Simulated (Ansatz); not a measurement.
# GeSbH3O: an energy map over bond length Ge2–H4 and angle H4–Ge2–H5

A grid of calculations on GeH₃OSb, SMILES [O]1[GeH2][SbH]1, to see where the energy is lowest and how it rises around there.

Computed with Ansatz 0.2.0. Level: RKS PBE0-D4/def2-TZVP.

### 1 Starting geometry

SMILES `[O]1[GeH2][SbH]1`, 6 atoms, charge 0, spin multiplicity 1.

Atoms are counted from 1 here; the program's logs count them from 0.

Bond lengths: O1–Ge2 1.826 Å, O1–Sb3 2.126 Å, Ge2–Sb3 2.564 Å, Ge2–H4 1.552 Å, Ge2–H5 1.552 Å, Sb3–H6 1.752 Å. Angles: Ge2–O1–Sb3 80.5°, O1–Ge2–Sb3 54.9°, O1–Ge2–H4 113.2°, O1–Ge2–H5 113.4°, Sb3–Ge2–H4 121.8°, Sb3–Ge2–H5 122.6°, H4–Ge2–H5 114.1°, O1–Sb3–Ge2 44.6°, O1–Sb3–H6 95.3°, Ge2–Sb3–H6 91.6°.

As a file:

```xyz
6

O     0.9901   -0.9780   -0.0326
Ge   -0.4272   -0.0487   -0.7111
Sb    0.0366   -0.4163    1.7833
H    -1.4249   -0.9408   -1.4965
H    -0.0132    1.2475   -1.4576
H     0.8385    1.1363    1.9145
```

This geometry comes from a loose relaxation at PBE in a small basis, which is not shown.

### 3 The grid

- bond length Ge2–H4: 9 values from 1.289 to 1.995 Å
- angle H4–Ge2–H5: 9 values from 69.2 to 159.2 °

Nothing else is relaxed (all other coordinates rigid). Energies count from the relaxed molecule at the same level.

(The set-up runs are not shown.)

### 4 Point bond length Ge2–H4 = 1.465 Å, angle H4–Ge2–H5 = 125.5°

input.yaml

```yaml
crystal:
  periodic: [false, false, false]
  atoms:
    - { symbol: O, position_ang: [0.960505, -0.944066, -0.005092] }
    - { symbol: Ge, position_ang: [-0.437195, -0.038627, -0.695973] }
    - { symbol: Sb, position_ang: [0.041701, -0.413897, 1.744371] }
    - { symbol: H, position_ang: [-1.341095, -1.068106, -1.214974] }
    - { symbol: H, position_ang: [-0.011745, 1.232018, -1.442804] }
    - { symbol: H, position_ang: [0.842295, 1.105708, 1.884046] }
basis:
  gaussian: { orbitals: def2-TZVP }
hamiltonian:
  xc: pbe0
  dispersion: d4
output:
  forces: true
```

On the command line:

```console
$ ansatz run input.yaml --threads 1 --pin off --max-ram 2560MiB --backend cpu --events-out ev --progress --plain --runs-dir out
```

Further runs follow: all other points of the grid.

Before running it: what results should come out? Wanted: lowest point; highest computed point; largest force on an atom.

The runs gave:

| quantity | value |
| --- | --- |
| lowest point | bond length Ge2–H4 = 1.554 Å, angle H4–Ge2–H5 = 114.2°, 0.30 kJ/mol |
| highest computed point | bond length Ge2–H4 = 1.289 Å, angle H4–Ge2–H5 = 69.2°, 212 kJ/mol above the lowest |
| largest force on an atom (eV/Å) | 0.3 at bond length Ge2–H4 = 1.554 Å, angle H4–Ge2–H5 = 114.2° to 8.0 at bond length Ge2–H4 = 1.289 Å, angle H4–Ge2–H5 = 69.2°; 0.3 at the lowest point |
| time for the whole task | 8.8 min on 1 thread, shared host |

What this shows: The lowest computed point is at bond length Ge2–H4 = 1.554 Å, angle H4–Ge2–H5 = 114.2°, 0.30 kJ/mol from the relaxed molecule at the same level. The grid is coarse, so the true minimum lies between grid points and may sit elsewhere than the lowest one. No other kind of well shows on this grid. The highest computed point, bond length Ge2–H4 = 1.289 Å, angle H4–Ge2–H5 = 69.2°, lies 212 kJ/mol above the lowest. Round the minimum the two coordinates are nearly uncoupled.
